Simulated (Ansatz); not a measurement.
# CH5BS2: one species, many methods

The task here is to estimate one member of a computed series from the others.

Program: Ansatz 0.2.0, Gaussian basis. Level of theory: functionals in def2-TZVPP, the program's frozen cores in correlated methods. These are calculated values, not measurements.

The runs, in order: LDA (SPW92), PBE-D4, revPBE-D4, BLYP-D4, r2SCAN-D4, B97M-V, PBE0-D4, B3LYP-D4, r2SCANh-D4, r2SCAN0-D4, HSE06-D4, BHLYP-D4, CAM-B3LYP-D4, LC-ωPBE, ωB97X-V, ωB97M-V, B2PLYP, PBE-QIDH; CCSD(T)/def2-SVP; CCSD(T)/def2-TZVPP; MP2/def2-QZVPP; extrapolation to the limit; RPA on PBE.

## Structure used throughout

All runs share one geometry, relaxed beforehand with PBE0-D4 in a triple-zeta def2 set.

SMILES `BSCS`, 9 atoms, charge 0, spin multiplicity 1.

Atoms are counted from 1 here; the program's logs count them from 0.

Bond lengths: B1–S2 1.751 Å, B1–H5 1.194 Å, B1–H6 1.192 Å, S2–C3 1.816 Å, C3–S4 1.799 Å, C3–H7 1.088 Å, C3–H8 1.090 Å, S4–H9 1.343 Å. Angles: S2–B1–H5 120.9°, S2–B1–H6 116.2°, H5–B1–H6 122.9°, B1–S2–C3 104.3°, S2–C3–S4 114.4°, S2–C3–H7 108.7°, S2–C3–H8 107.7°, S4–C3–H7 111.5°, S4–C3–H8 105.4°, H7–C3–H8 108.8°, C3–S4–H9 96.4°.

Set-up of the first run:

in.yaml reads:

```yaml
crystal:
  periodic: [false, false, false]
  atoms:
    - {symbol: B, position_ang: [-1.217022, 1.178607, 0.524680]}
    - {symbol: S, position_ang: [0.303638, 0.542676, 1.116034]}
    - {symbol: C, position_ang: [0.585807, -0.947118, 0.116599]}
    - {symbol: S, position_ang: [1.934403, -0.804398, -1.065583]}
    - {symbol: H, position_ang: [-1.814490, 0.626142, -0.349142]}
    - {symbol: H, position_ang: [-1.603909, 2.180466, 1.041419]}
    - {symbol: H, position_ang: [-0.347002, -1.221770, -0.372296]}
    - {symbol: H, position_ang: [0.878111, -1.750644, 0.793341]}
    - {symbol: H, position_ang: [1.369062, 0.149738, -1.822254]}
basis:
  gaussian: {orbitals: def2-TZVPP}
hamiltonian: {xc: lda}
output: {orbitals: {seedname: orbitals}}
```

Run with:

```console
$ ansatz run in.yaml --threads 2 --pin off --events-out ev --progress --plain --max-ram 4352MiB
```

Steps of the session up to this table: LDA; PBE-D4 (GGA); revPBE-D4 (GGA); BLYP-D4 (GGA); r2SCAN-D4 (meta-GGA); B97M-V (meta-GGA); PBE0-D4 (hybrid); B3LYP-D4 (hybrid); r2SCANh-D4 (hybrid); r2SCAN0-D4 (hybrid); HSE06-D4 (hybrid); BHLYP-D4 (hybrid); CAM-B3LYP-D4 (range-separated); LC-ωPBE (range-separated); ωB97X-V (range-separated); ωB97M-V (range-separated); B2PLYP (double hybrid); PBE-QIDH (double hybrid).

One of the session's tables, all rows but one given; the rest of the session is left out.

It belongs to the step «Frontier levels by functional». 

```
  functional  HOMO (eV)  gap (eV)
 LDA (SPW92)      -6.14      3.66
      PBE-D4      -6.01      3.78
   revPBE-D4      -5.96      3.83
     BLYP-D4      -5.84      3.78
   r2SCAN-D4      -6.24      4.30
      B97M-V      -6.33      4.35
     PBE0-D4      -7.18      5.88
    B3LYP-D4      -6.94      5.45
  r2SCANh-D4      -6.68      5.06
  r2SCAN0-D4      -7.34      6.20
    HSE06-D4      -6.79      5.10
    BHLYP-D4      -8.22      7.92
CAM-B3LYP-D4      -8.49      8.27
     LC-ωPBE      -9.88     10.77
     ωB97X-V          ?         ?
     ωB97M-V      -9.35      9.98
```

**Question.** Estimate the row for ωB97X-V.

As computed: HOMO (eV): -9.52; gap (eV): 10.34. In the column «HOMO (eV)» it lies between LC-ωPBE (-9.88) and ωB97M-V (-9.35).
